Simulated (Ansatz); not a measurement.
CH5BOSi, SMILES O[SiH]1BC1, a ladder of methods at one geometry

Computed with Ansatz 0.2.0 through its Python package.

The cells in order, each with its output:

```python
import ansatz as az
```

```python
GEOMETRY = """
O    -0.63970    0.70690   -1.70740
Si   -0.24470    0.75580   -0.06370
B     1.13800   -0.69320    0.18670
C    -0.22690   -0.81350    0.74420
H    -1.34990    1.47490   -1.81710
H     0.34850    2.00020    0.49430
H     2.28050   -1.13160    0.03380
H    -0.86000   -1.57980    0.21520
H    -0.35730   -0.76600    1.89680
"""
```

```python
molecule = az.Crystal.molecule()
for line in GEOMETRY.strip().splitlines():
    symbol, *xyz = line.split()
    molecule = molecule.atom(symbol, [float(v) for v in xyz])
```

```python
calc = molecule.calculation().basis(gaussian="cc-pVDZ")
```

```python
methods = ["mp2", "ccsd", "ccsd_t"]
batch = az.Session.batch([calc.correlation(m).input() for m in methods])
reports = sorted(batch.plan().execute().molecular_reports, key=lambda each: each["member"])
print(f"Hartree-Fock reference {reports[0]['reference_energy_ev'] / 27.211386246:.6f} Ha")
best = reports[-1]["free_energy_ev"] - reports[-1]["reference_energy_ev"]
for method, each in zip(methods, reports):
    gained = each["free_energy_ev"] - each["reference_energy_ev"]
    print(f"{method:8s} total {each['free_energy_ev'] / 27.211386246:.6f} Ha  correlation {gained:9.4f} eV  ({100 * gained / best:.1f} % of the last)")
```

    Hartree-Fock reference -429.151631 Ha
    mp2      total -429.664046 Ha  correlation  -13.9435 eV  (89.6 % of the last)
    ccsd     total -429.706112 Ha  correlation  -15.0882 eV  (96.9 % of the last)
    ccsd_t   total -429.723557 Ha  correlation  -15.5629 eV  (100.0 % of the last)

Reading the output:
- Total energies depend on the basis set; only differences at equal settings carry meaning.
- The geometry is a force-field or estimated start, not a minimum of this method, and the basis set is short of its limit. A lower total doesn't mark the better method: functionals have no common bound, and MP2 and coupled cluster aren't variational.
- Inner cores stay frozen, so this is valence correlation.
- For Al to Cl the sets with a tight d function, cc-pV(X+d)Z, are usual.
